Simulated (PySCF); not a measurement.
# BiF3(NH3): other functionals and bases at one geometry

Aim: see how levels, charges and forces of BiF3(NH3) depend on the level of theory. The species was built from a template and needn't be a known compound.

Program: PySCF 2.14.0. Level of theory: several levels, as the steps say, no spin–orbit coupling. These are calculated values, not measurements.

1 further run of the same task is left out (for a known fault of the program).

## Step 1: Starting geometry

8 atoms, charge 0, spin multiplicity 1.

Bond lengths: Bi1–F2 2.043 Å, Bi1–F3 2.036 Å, Bi1–F4 2.039 Å, Bi1–N5 2.662 Å, N5–H6 1.021 Å, N5–H7 1.018 Å, N5–H8 1.022 Å. Angles: F2–Bi1–F3 93.2°, F2–Bi1–F4 91.9°, F2–Bi1–N5 155.9°, F3–Bi1–F4 95.6°, F3–Bi1–N5 72.5°, F4–Bi1–N5 71.1°, Bi1–N5–H6 99.3°, Bi1–N5–H7 135.1°, Bi1–N5–H8 94.8°, H6–N5–H7 108.9°, H6–N5–H8 107.0°, H7–N5–H8 108.8°.

Geometry (Å):

```mol
BiF3H3N
  3D, bonds by distance, orders not assigned

  8  7  0  0  0  0  0  0  0  0999 V2000
    0.2717    0.8166    0.0712 Bi  0  0
    1.3168   -0.3750    1.3599 F   0  0
   -1.5297    0.2733    0.8490 F   0  0
    0.3011   -0.6145   -1.3804 F   0  0
   -1.5905    1.3886   -1.7427 N   0  0
   -2.4251    1.1615   -1.2007 H   0  0
   -1.7930    2.1871   -2.3415 H   0  0
   -1.3870    0.5782   -2.3314 H   0  0
  1  2  8  0
  1  3  8  0
  1  4  8  0
  1  5  8  0
  5  6  8  0
  5  7  8  0
  5  8  8  0
M  END
```

Formal oxidation states: Bi +3. An earlier session relaxed this geometry at PBE0, Bi def2-SVP with ECP60, F def2-SVP, N def2-SVP, H def2-SVP (singlet, point group C1).

At PBE0 on the finer grid: E = -570.169622 Eh, HOMO -8.47 eV, LUMO -1.01 eV, Mulliken charge on Bi1 +1.33 e, largest force component 0.044 eV/Å. 

Levels to run: TPSS; B3LYP; PBE0, TZVP. Hardware: 2 threads of Arm Neoverse V2, shared host.

## Step 2: TPSS

The input, run.py (the lines that set the calculation):

```python
mol = gto.M(atom='''
Bi     0.27167     0.81663     0.07122
F      1.31680    -0.37504     1.35985
F     -1.52967     0.27334     0.84897
F      0.30113    -0.61449    -1.38045
N     -1.59053     1.38865    -1.74270
H     -2.42505     1.16151    -1.20066
H     -1.79300     2.18710    -2.34155
H     -1.38705     0.57823    -2.33139''',
    basis={'Bi': 'def2-SVP', 'F': 'def2-SVP', 'N': 'def2-SVP', 'H': 'def2-SVP'},
    ecp={'Bi': 'def2-SVP'},
    charge=0, spin=0)
mf = dft.RKS(mol, xc='TPSS')
mf.grids.atom_grid = (75, 302)
mf = mf.density_fit()  # fitting sets: Bi def2-universal-JKFIT, F def2-universal-JKFIT, N def2-universal-JKFIT, H def2-universal-JKFIT
mf.conv_tol = 1e-08; mf.max_cycle = 55
mf.kernel(dm0)  # dm0: the density of the relaxed state
```

Started as:

```bash
$ OMP_NUM_THREADS=2 python run.py
```

## Step 3: B3LYP

Edit run.py (the lines that set the calculation) of step 2 so:

```diff
@@ -12,3 +12,3 @@
     charge=0, spin=0)
-mf = dft.RKS(mol, xc='TPSS')
+mf = dft.RKS(mol, xc='B3LYP')
 mf.grids.atom_grid = (75, 302)
```

## Step 4: PBE0, TZVP

Basis: Bi def2-TZVP with ECP60, F def2-TZVP, N def2-TZVP, H def2-TZVP. 

Edit run.py (the lines that set the calculation) of step 3 so:

```diff
@@ -9,6 +9,6 @@
 H     -1.38705     0.57823    -2.33139''',
-    basis={'Bi': 'def2-SVP', 'F': 'def2-SVP', 'N': 'def2-SVP', 'H': 'def2-SVP'},
-    ecp={'Bi': 'def2-SVP'},
+    basis={'Bi': 'def2-TZVP', 'F': 'def2-TZVP', 'N': 'def2-TZVP', 'H': 'def2-TZVP'},
+    ecp={'Bi': 'def2-TZVP'},
     charge=0, spin=0)
-mf = dft.RKS(mol, xc='B3LYP')
+mf = dft.RKS(mol, xc='PBE0')
 mf.grids.atom_grid = (75, 302)
@@ -16,2 +16,2 @@
 mf.conv_tol = 1e-08; mf.max_cycle = 55
-mf.kernel(dm0)  # dm0: the density of the relaxed state
+mf.kernel(dm0)  # dm0: free metal ions and neutral atoms
```

**Question.** What will these runs give? Wanted: for each run, HOMO; gap; charge on Bi1; dipole; largest force.

As calculated:

| level | state | HOMO (eV) | gap (eV) | charge on Bi1 (e) | dipole (D) | largest force (eV/Å) | basis functions | time |
| --- | --- | --- | --- | --- | --- | --- | --- | --- |
| PBE0 (relaxed here) | singlet | -8.47 | 7.46 | 1.33 | 6.83 | 0.04 | 97 | 12 s |
| TPSS | singlet | -7.01 | 5.45 | 1.19 | 6.47 | 0.60 | 97 | 7 s |
| B3LYP | singlet | -8.19 | 6.95 | 1.29 | 6.73 | 0.33 | 97 | 4.2 s |
| PBE0, TZVP | singlet | -8.80 | 7.43 | 1.43 | 6.90 | 0.79 | 192 | 13 s |

Times are on 2 threads of Arm Neoverse V2, shared host; the first row also made further properties.

In one basis the HOMO–LUMO gap runs from 5.45 eV (TPSS) to 7.46 eV (PBE0). The largest leftover force, 0.79 eV/Å with PBE0, TZVP, stands at a geometry relaxed at another level. The Mulliken charge on Bi spans +1.19 to +1.43 e over the levels. Total energies of different levels can't be compared. Spin–orbit coupling is left out throughout.
